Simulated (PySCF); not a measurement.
# CoH6S6 ([Co(SH)6]4-): the cost of one run

Programs: PySCF 2.14.0, with routines of our own; each step states its level. All values are computed. Atoms count from 0.

### 1 The system as given

13 atoms, charge -4, states of the metal's open shell are computed; geometry from: model geometry, bond lengths from ionic radii.

### 2 Ligand-field states: state-averaged CASSCF in water

The job: settings as JSON, then the geometry in Å.

```
{"job": {"kind": "lf", "basis": {"metal": "x2c-TZVPall", "ligand": "x2c-SVPall"}, "nevpt": true, "solvent": "water"}, "charge": -4, "metal": "Co", "open_shell": "d7"}
Co     0.000000     0.000000     0.000000
S      0.000000     0.000000     2.485000
H      1.320000     0.000000     2.735000
S      0.000000     0.000000    -2.485000
H     -1.320000     0.000000    -2.735000
S      2.485000     0.000000     0.000000
H      2.735000     1.320000     0.000000
S     -2.485000     0.000000     0.000000
H     -2.735000    -1.320000     0.000000
S      0.000000     2.485000     0.000000
H      0.000000     2.735000     1.320000
S     -0.000000    -2.485000     0.000000
H     -0.000000    -2.735000    -1.320000
```

Method: state-averaged CASSCF of the metal d shell, SC-NEVPT2 on the averaged canonical orbitals, state-interaction spin-orbit coupling.

Launch:

```
OMP_NUM_THREADS=1 python lf_run.py task.json out
```

The driver reads the jobs from task.json and runs them one after another.

Q: Estimate the wall time and peak memory of this first job on 1 thread of Arm Neoverse N1, shared host.

About 50 s, with a peak of 0.53 GiB.
